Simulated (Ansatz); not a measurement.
# H8CO6: the cost of one run

Program: Ansatz 0.2.0. Level of theory: DFT PBE+D3(BJ), plane waves, PAW, scalar-relativistic, no spin polarisation. These are calculated values, not measurements.

## 1. The structure to begin with

The cell holds 15 atoms (CH8O6): a = 5.708 Å, b = 5.708 Å, c = 5.708 Å, α = 90.00°, β = 90.00°, γ = 90.00°.

As a file:

```xyz
15
Lattice="5.7083 0.0000 0.0000 0.0000 5.7083 0.0000 0.0000 0.0000 5.7083" Properties=species:S:1:pos:R:3 pbc="T T T"
O     0.8147    0.7629    2.5694
H     0.3196    1.4058    3.0983
H     1.2556    1.3026    1.8968
O     4.7416    5.0290    5.5098
H     5.6007    4.7956    5.1281
H     4.3450    4.1744    5.7343
O     1.5858    3.7993    0.3412
H     2.0231    2.9564    0.1505
H     2.2645    4.3172    0.7986
O     4.4291    1.4782    1.1744
H     4.1140    1.2760    0.2811
H     4.3143    2.4368    1.2520
C     3.6079    3.1677    3.5286
O     2.7085    3.6015    2.9025
O     4.5073    2.7338    4.1547
```

## 2. Preparing the start

File input.yaml:

```yaml
accuracy: low
crystal:
  lattice:
    - [5.708267, 0.0, 0.0]
    - [0.0, 5.708267, 0.0]
    - [0.0, 0.0, 5.708267]
  atoms:
    - { symbol: O, position: [0.1427312, 0.1336459, 0.4501263] }
    - { symbol: H, position: [0.0559962, 0.2462754, 0.5427659] }
    - { symbol: H, position: [0.21997, 0.228203, 0.3322976] }
    - { symbol: O, position: [0.8306609, 0.8810016, 0.9652275] }
    - { symbol: H, position: [0.9811522, 0.8401155, 0.8983605] }
    - { symbol: H, position: [0.7611768, 0.7312824, 1.0045542] }
    - { symbol: O, position: [0.2778033, 0.6655785, 0.0597705] }
    - { symbol: H, position: [0.3544073, 0.5179068, 0.0263729] }
    - { symbol: H, position: [0.3967097, 0.7563039, 0.1398995] }
    - { symbol: O, position: [0.7759037, 0.2589574, 0.2057423] }
    - { symbol: H, position: [0.7207137, 0.2235372, 0.0492497] }
    - { symbol: H, position: [0.7558, 0.4268911, 0.2193292] }
    - { symbol: C, position: [0.6320498, 0.5549235, 0.6181511] }
    - { symbol: O, position: [0.474482, 0.6309291, 0.5084671] }
    - { symbol: O, position: [0.7896177, 0.4789179, 0.7278352] }
basis:
  ecutwfc: 420.0
kpoints:
  mp_grid: { grid: [1, 1, 1] }
hamiltonian:
  xc: pbe
  dispersion: d3bj
scf:
  occupations: { method: fermi_dirac, width: 0.05 }
  lower_state_search: "off"
relax:
  f_tol: 0.3
  max_steps: 15
  adjacent_minimum: "off"
```

Started as:

```bash
$ ansatz run input.yaml --threads 1 --pin off --max-ram 3072MiB --backend cpu --events-out ev --progress --plain --runs-dir out
```

Q: Estimate wall time and peak memory on 1 thread of Arm Neoverse V1, shared host.

About 17 s, with a peak of 0.3 GiB.
